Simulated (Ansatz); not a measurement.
# CH4Cl2OTi: the cost of one run

Method: UKS LDA/def2-SVP, in Ansatz 0.2.0.

### 1 The structure to begin with

Bond lengths: Ti1–O2 2.462 Å, Ti1–C3 1.934 Å, Ti1–H4 2.061 Å, Ti1–Cl5 2.132 Å, Ti1–Cl6 2.136 Å, O2–H7 0.964 Å, C3–H8 1.096 Å, C3–H9 1.096 Å. Angles: Ti1–O2–H7 118.1°, O2–Ti1–C3 72.3°, O2–Ti1–H4 31.5°, O2–Ti1–Cl5 124.8°, O2–Ti1–Cl6 113.6°, C3–Ti1–H4 40.8°, C3–Ti1–Cl5 111.2°, C3–Ti1–Cl6 108.9°, H4–Ti1–Cl5 125.6°, H4–Ti1–Cl6 117.5°, Cl5–Ti1–Cl6 116.0°, Ti1–C3–H8 121.1°, Ti1–C3–H9 121.6°, H8–C3–H9 111.7°.

Coordinates:

```xyz
9

Ti    0.1667    0.9684    0.4446
O    -1.0976    0.1865   -1.5180
C     0.5970   -0.8982    0.1748
H    -0.2934   -0.5660   -0.8514
Cl    1.9171    2.1834    0.3604
Cl   -1.0213    1.1561    2.2095
H    -1.9934   -0.1431   -1.3799
H     1.5637   -1.2025   -0.2418
H     0.1612   -1.6846    0.8018
```

### 2 Pulling towards end A

Springs on the bonds that form and break draw the guess towards this end; the thresholds are loose.

Input file input.yaml:

```yaml
crystal:
  periodic: [false, false, false]
  atoms:
    - { symbol: Ti, position_ang: [0.1667, 0.9684, 0.4446] }
    - { symbol: O, position_ang: [-1.0976, 0.1865, -1.518] }
    - { symbol: C, position_ang: [0.597, -0.8982, 0.1748] }
    - { symbol: H, position_ang: [-0.2934, -0.566, -0.8514] }
    - { symbol: Cl, position_ang: [1.9171, 2.1834, 0.3604] }
    - { symbol: Cl, position_ang: [-1.0213, 1.1561, 2.2095] }
    - { symbol: H, position_ang: [-1.9934, -0.1431, -1.3799] }
    - { symbol: H, position_ang: [1.5637, -1.2025, -0.2418] }
    - { symbol: H, position_ang: [0.1612, -1.6846, 0.8018] }
magnetization:
  spin_polarized: true
basis:
  gaussian: { orbitals: def2-SVP }
hamiltonian:
  xc: lda
relax:
  f_tol: 0.15
  max_steps: 25
  restrain:
    - { distance: [3, 1], at: 2.27, k: 30.0 }
    - { distance: [0, 1], at: 2.26, k: 30.0 }
    - { distance: [3, 2], at: 1.07, k: 30.0 }
```

Run with:

```bash
> ansatz run input.yaml --threads 4 --pin off --max-ram 5120MiB --backend cpu --events-out ev --progress --plain --runs-dir out
```

Q: Estimate wall time and peak memory on 4 threads of Arm Neoverse N1, shared host.

About 40 s, with a peak of 0.22 GiB.
